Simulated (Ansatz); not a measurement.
# CH4FInSi: a ladder of functionals and wavefunction methods

How much do the methods differ for CH4FInSi? The plan is to run it at one geometry with functionals of several rungs and with coupled cluster. The yardstick is the atomisation energy at the CCSD(T) limit.

Method: functionals in def2-TZVPP, the program's frozen cores in correlated methods; program: Ansatz 0.2.0, Gaussian basis.

Plan: LDA (SPW92), PBE-D4, revPBE-D4, BLYP-D4, r2SCAN-D4, B97M-V, PBE0-D4, B3LYP-D4, r2SCANh-D4, r2SCAN0-D4, HSE06-D4, BHLYP-D4, CAM-B3LYP-D4, LC-ωPBE, ωB97X-V, ωB97M-V, B2PLYP, PBE-QIDH; CCSD(T)/def2-SVP; CCSD(T)/def2-TZVPP; MP2/def2-QZVPP; extrapolation to the limit; RPA on PBE.

### Step 1. The relaxed structure

All runs share one geometry, relaxed beforehand with PBE0-D4 in a triple-zeta def2 set. In takes the def2 core potential; no spin-orbit term is included.

SMILES `F[CH]1[SiH2][InH]1`, 8 atoms, charge 0, spin multiplicity 1.

Atoms are counted from 1 here; the program's logs count them from 0.

Bond lengths: F1–C2 1.375 Å, C2–Si3 1.881 Å, C2–In4 2.231 Å, C2–H5 1.104 Å, Si3–In4 2.514 Å, Si3–H6 1.493 Å, Si3–H7 1.496 Å, In4–H8 1.705 Å. Angles: F1–C2–Si3 124.5°, F1–C2–In4 137.3°, F1–C2–H5 108.8°, Si3–C2–In4 74.8°, Si3–C2–H5 109.3°, In4–C2–H5 96.5°, C2–Si3–In4 58.9°, C2–Si3–H6 109.1°, C2–Si3–H7 124.8°, In4–Si3–H6 100.1°, In4–Si3–H7 146.2°, H6–Si3–H7 108.1°, C2–In4–Si3 46.2°, C2–In4–H8 146.1°, Si3–In4–H8 166.4°.

Coordinates:

```xyz
8
charge 0, multiplicity 1
F    -1.8931   -0.7538    0.7997
C    -0.5671   -0.4301    0.6316
Si    0.0483    1.1757   -0.1299
In    1.1073   -1.0271   -0.7164
H    -0.0336   -0.6117    1.5807
H    -0.7123    1.4422   -1.3865
H     0.1955    2.4684    0.6081
H     1.9472   -2.3208   -1.4433
```

### Step 2. LDA

This LDA is Slater exchange with PW92 correlation.

in.yaml reads:

```yaml
crystal:
  periodic: [false, false, false]
  atoms:
    - {symbol: F, position_ang: [-1.893111, -0.753797, 0.799723]}
    - {symbol: C, position_ang: [-0.567119, -0.430112, 0.631609]}
    - {symbol: Si, position_ang: [0.048256, 1.175732, -0.129892]}
    - {symbol: In, position_ang: [1.107318, -1.027067, -0.716440]}
    - {symbol: H, position_ang: [-0.033559, -0.611677, 1.580715]}
    - {symbol: H, position_ang: [-0.712308, 1.442161, -1.386455]}
    - {symbol: H, position_ang: [0.195476, 2.468370, 0.608107]}
    - {symbol: H, position_ang: [1.947249, -2.320810, -1.443270]}
basis:
  gaussian: {orbitals: def2-TZVPP}
hamiltonian: {xc: lda}
output: {orbitals: {seedname: orbitals}}
```

The run is started by

```sh
ansatz run in.yaml --threads 2 --pin off --events-out ev --progress --plain --max-ram 4352MiB
```

After this run come: PBE-D4 (GGA); revPBE-D4 (GGA); BLYP-D4 (GGA); r2SCAN-D4 (meta-GGA); B97M-V (meta-GGA); PBE0-D4 (hybrid); B3LYP-D4 (hybrid); r2SCANh-D4 (hybrid); r2SCAN0-D4 (hybrid); HSE06-D4 (hybrid); BHLYP-D4 (hybrid); CAM-B3LYP-D4 (range-separated); LC-ωPBE (range-separated); ωB97X-V (range-separated); ωB97M-V (range-separated); B2PLYP (double hybrid); PBE-QIDH (double hybrid); CCSD(T) in def2-SVP; CCSD(T) in def2-TZVPP; MP2 in def2-QZVPP; RPA on PBE orbitals.

Q: Predict the results of all the runs planned. Wanted: atomisation energy, CCSD(T)/CBS; farthest beyond LDA; mean size of error, GGA; mean size of error, meta-GGA; mean size of error, hybrid; mean size of error, range-separated; mean size of error, double hybrid; gap, smallest and largest; T1 diagnostic.

**Answer**, as computed:

```
                               quantity                                                                                      value
        atomisation energy, CCSD(T)/CBS                                                                             537.6 kcal/mol
functionals within 5.4 kcal/mol (1.0 %)  r2SCAN-D4, B97M-V, PBE0-D4, r2SCANh-D4, HSE06-D4, CAM-B3LYP-D4, LC-ωPBE, ωB97X-V, ωB97M-V
                    farthest beyond LDA                                                                  BHLYP-D4 (-24.7 kcal/mol)
                mean size of error, GGA                                                                               7.6 kcal/mol
           mean size of error, meta-GGA                                                                               3.3 kcal/mol
             mean size of error, hybrid                                                                               8.1 kcal/mol
    mean size of error, range-separated                                                                               2.5 kcal/mol
      mean size of error, double hybrid                                                                              10.3 kcal/mol
              gap, smallest and largest                                                   2.09 eV (LDA (SPW92)), 8.15 eV (LC-ωPBE)
                          T1 diagnostic                                                                                     0.0158
triples share of the correlation energy                                                                                      3.6 %
```

What this shows: LDA overbinds by 92.1 kcal/mol (17 %). PBE-D4 misses by +9.8 kcal/mol. Double hybrids carry the basis error of their MP2 part in triple zeta, and no dispersion term here, so their miss is partly the set-up's. The rungs range-separated, meta-GGA miss on average by less than the doubt on the reference (5.4 kcal/mol), so they tie. The reference freezes the cores and leaves out spin-orbit coupling and excitations past (T), and its outer-core shells are covered unevenly, so misses under about 5.4 kcal/mol can't be ranked. All levels share the lack of spin-orbit coupling, which lowers the free heavy atoms and so the true binding. Hartree-Fock recovers 67 % of the binding; the rest is correlation. CCSD(T) in def2-SVP is off by -43.4 kcal/mol, more than most functionals: a good method in a small basis is no reference. Orbital gaps span 2.1 to 8.1 eV; exact exchange widens them. Correlated methods include outer-core shells of In, which these sets cover unevenly.
